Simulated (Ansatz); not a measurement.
This script makes a rigid torsion scan of CH₃AlClNS, SMILES N=[CH][Al]([SH])[Cl] with Ansatz 0.2.0 through its Python package.

`torsion_ch3alclns.py`:
```python
import ansatz as az
from ase import Atoms

BASIS_SET = "6-31G*"
FUNCTIONAL = "pbe0"
FMAX = 0.02
LEVEL = "mp2"


def main() -> None:
    atoms = Atoms(["N", "C", "Al", "S", "Cl", "H", "H", "H"], positions=[
        [0.1063, 0.9855, 1.7176],
        [0.7662, 0.8906, 0.6465],
        [0.0944, -0.1414, -0.9224],
        [-1.8396, -1.1174, -0.8541],
        [1.4072, -0.3587, -2.7173],
        [-0.8773, 0.6199, 1.782],
        [1.7769, 1.3566, 0.601],
        [-1.342, -2.2923, -0.309],
    ])

    first = (
        az.Crystal.molecule_from_ase(atoms).calculation()
        .basis(gaussian=BASIS_SET)
        .functional(FUNCTIONAL)
        .relax(force_tolerance=FMAX, max_steps=80)
    )
    atoms.positions = first.run(threads=1).report["positions_ang"]

    start = atoms.get_dihedral(0, 1, 2, 3)
    energies = {}
    for turn in range(0, 360, 40):
        turned = atoms.copy()
        turned.set_dihedral(0, 1, 2, 3, start + turn, indices=[2, 3, 4, 7])
        calculation = az.Crystal.molecule_from_ase(turned).calculation().basis(gaussian=BASIS_SET).correlation(LEVEL)
        energies[round((start + turn) % 360)] = calculation.run(threads=1).report["free_energy_ev"]
    floor = min(energies.values())
    print("dihedral N0-C1-Al2-S3 (deg)   E - E(min) (eV)")
    for angle, e in sorted(energies.items()):
        print(f"{angle:8d} {(e - floor):14.3f}  " + "#" * int(30 * (e - floor) / max(max(energies.values()) - floor, 1e-9)))


if __name__ == "__main__":
    main()
```

Where along the turn do the lowest and the highest point lie, and how far apart are they?

The lowest point is at 0° and the highest at 80°, 0.122 eV (11.8 kJ/mol) above it, with the rest of the molecule held.

What the script printed:

Running `python torsion_ch3alclns.py` prints:
```text
dihedral N0-C1-Al2-S3 (deg)   E - E(min) (eV)
       0          0.000
      40          0.048  ###########
      80          0.122  #############################
     120          0.106  ##########################
     160          0.027  ######
     200          0.028  ######
     240          0.107  ##########################
     280          0.122  ##############################
     320          0.048  ###########
```

What to keep in mind:
- The scan is rigid and the energies are electronic, in a modest basis. With rigid groups the curve can differ much from the relaxed path, the start wasn't checked as a minimum of this torsion, and equivalent turns needn't return to the same energy.
- The start is relaxed with a density functional and scanned with the wavefunction method, so it isn't exactly that method's minimum.
- It ran for 96 s on 1 thread of Intel(R) Xeon(R) Platinum 8488C (Sapphire Rapids) (shared host), peak memory 0.28 GiB.

(Lines on the test bed's own set-up are left out of the output.)
